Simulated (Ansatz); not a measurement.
Here is an Ansatz input file for CsMgF₃, space group Pm-3m. Write the same calculation for the Python package.

```yaml
crystal:
  lattice:
    - [4.25231, 0.0, 0.0]
    - [0.0, 4.25231, 0.0]
    - [0.0, 0.0, 4.25231]
  atoms:
    - { symbol: Cs, position: [0.0, 0.0, 0.0] }
    - { symbol: Mg, position: [0.5, 0.5, 0.5] }
    - { symbol: F, position: [0.0, 0.5, 0.5] }
    - { symbol: F, position: [0.5, 0.0, 0.5] }
    - { symbol: F, position: [0.5, 0.5, 0.0] }
kpoints:
  mp_grid:
    grid: [4, 4, 4]
hamiltonian:
  xc: lda
scf:
  occupations:
    method: fixed
output:
  wannier:
    kmesh: [4, 4, 4]
    projections:
      - { species: F, l: p }
    minimise: true
```

The script, `wannier_csmgf3.py`:
```python
"""Wannier functions of the anion p bands of CsMgF3."""

from pathlib import Path
import logging
import sys

import ansatz as az
from ase import Atoms
import tomllib

logging.basicConfig(stream=sys.stdout, format="%(levelname)s:%(name)s:%(message)s")
logger = logging.getLogger("run")
logger.setLevel(logging.INFO)

atoms = Atoms(
    ["Cs", "Mg", "F", "F", "F"],
    scaled_positions=[
        (0.0, 0.0, 0.0),
        (0.5, 0.5, 0.5),
        (0.0, 0.5, 0.5),
        (0.5, 0.0, 0.5),
        (0.5, 0.5, 0.0),
    ],
    cell=[
        (4.25231, 0.0, 0.0),
        (0.0, 4.25231, 0.0),
        (0.0, 0.0, 4.25231),
    ],
    pbc=True,
)
system = az.Crystal.from_ase(atoms)

job = system.calculation()
job = job.functional("LDA")
job = job.kpoints(4)
job = job.occupations("fixed")
job = job.wannier(mesh=(4, 4, 4), projections=[az.TrialShell("F", "p")], minimise=True)
outcome = job.run(threads=1, runs_dir="w90")
spreads = tomllib.loads(Path(outcome.output_folder, "results", "wannier.spreads.toml").read_text())
print("converged:", spreads["converged"], "in", spreads["n_iter"], "steps; least projectability", round(spreads["least_projectability"], 3))
print("invariant, diagonal, off-diagonal spread (A^2):", *(round(spreads[k], 4) for k in ("omega_i_ang2", "omega_d_ang2", "omega_od_ang2")))
for function in spreads["wannier"]:
    print("centre", [round(v, 3) for v in function["r"]], "spread", round(function["spread"], 4))
```

```console
$ python wannier_csmgf3.py
DeckWarning: basis.ecutwfc = 420 eV, auto-derived from the records' recommended cutoffs: set by Cs (normal level)
converged: True in 25 steps; least projectability 0.861
invariant, diagonal, off-diagonal spread (A^2): 10.41 0.0 0.2439
centre [2.126, 2.126, -0.0] spread 0.8693
centre [2.126, -0.0, 2.126] spread 0.8693
centre [-0.0, 2.126, 2.126] spread 0.8693
centre [2.126, -0.0, 2.126] spread 1.341
centre [-0.0, 2.126, 2.126] spread 1.341
centre [0.0, 2.126, 2.126] spread 1.341
centre [2.126, -0.0, 2.126] spread 1.341
centre [2.126, 2.126, -0.0] spread 1.341
centre [2.126, 2.126, -0.0] spread 1.341
```
(Warnings from the package without file and line.)

This cell is a computed structure, which may not be the phase found in nature. Hardware and time: 7.7 s on 1 thread of Arm Neoverse N1, on a shared host, peak memory 0.47 GiB.

(Lines on the test bed's own set-up are left out of the output.)
